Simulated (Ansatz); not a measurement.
# EuSe2 (R-3m, relaxed from a fluorite start): other levels of theory at one geometry

An exercise on one series of results from a longer session: the logs are not shown, and one member is left open.

Program: Ansatz 0.2.0. Level of theory: DFT at several levels, plane waves, PAW. These are calculated values, not measurements.

2 further runs of the same task are left out: 2 that didn't finish.

### Starting point

Symmetry: R-3m, No. 166, trigonal system. Conventional cell: a = 4.929 Å, b = 4.929 Å, c = 12.219 Å, α = 90.00°, β = 90.00°, γ = 120.00°. Eu (site symmetry -3m) is surrounded by 8 Se at 3.02 to 3.05 Å. Se (site symmetry 3m) is surrounded by 4 Eu at 3.02 to 3.05 Å.

As a file:

```
Eu Se
1.0
     0.00000    3.48515    3.48515
     3.48515    0.00000    3.48515
     7.02657    7.02657   -0.05626
Eu Se
2 4
Direct
  0.00000 0.00000 0.00000
  0.00000 0.00000 0.50000
  0.24944 0.24944 0.12583
  0.75056 0.75056 0.37417
  0.24944 0.24944 0.62583
  0.75056 0.75056 0.87417
```

An earlier run at PBE left this cell at 28.563 Å³/atom and -0.13 GPa (8×8×4 mesh), a metal on this mesh, moments in the atoms' spheres Eu 6.48, -6.48; Se -0.13, 0.13 μB. The large moments point both ways and cancel.

Levels to run: r²SCAN; PBEsol; LDA. Hardware: 2 threads of an Arm CPU, shared host.

Set-up of the first run:

input.yaml reads:

```yaml
crystal:
  lattice:
    - [0.0, 3.4851536516, 3.4851536516]
    - [3.4851536516, 0.0, 3.4851536516]
    - [7.0265650654, 7.0265650654, -0.0562577622]
  atoms:
    - { symbol: Eu, position: [0.0, 0.0, 0.0], spin: 6.0 }
    - { symbol: Se, position: [0.2494434296, 0.2494434296, 0.1258348556] }
    - { symbol: Se, position: [0.7505565954, 0.7505565954, 0.3741651069] }
    - { symbol: Eu, position: [0.0, 0.0, 0.5], spin: -6.0 }
    - { symbol: Se, position: [0.2494434046, 0.2494434046, 0.6258348931] }
    - { symbol: Se, position: [0.7505565704, 0.7505565704, 0.8741651444] }
basis:
  ecutwfc: 500
  ecutrho_ratio: 4
kpoints:
  mp_grid: { grid: [8, 8, 4] }
hamiltonian:
  xc: r2scan
scf:
  occupations: { method: gaussian, width: 0.05 }
output:
  forces: true
  stress: true
  eigenvalues: true
  populations: true
  hubbard: { sites: [{ species: Eu, l: f }] }
magnetization:
  spin_polarized: true
```

Steps of the session up to this table: r²SCAN; PBEsol; LDA.

One table of the session follows, with a row left open; its other results are not shown here.

```
 level  pressure (GPa)  largest spin moment (μB)
   PBE            -0.1                      6.48
   LDA            -4.6                      6.47
PBEsol            -2.9                      6.47
r²SCAN               ?                         ?
```

Q: Estimate the row for r²SCAN from the others.

As computed: pressure (GPa): -0.5; largest spin moment (μB): 6.51. In the column «pressure (GPa)» it lies between PBEsol (-2.9) and PBE (-0.1).

The pressure runs from -4.6 GPa (LDA) to -0.1 GPa (PBE); a negative pressure means that level wants a smaller cell, a positive one a larger cell. Total energies of different levels have different zeros and can't be compared.

Limits of these values: Warnings in the runs' records: given moment on shells, stability check not made.
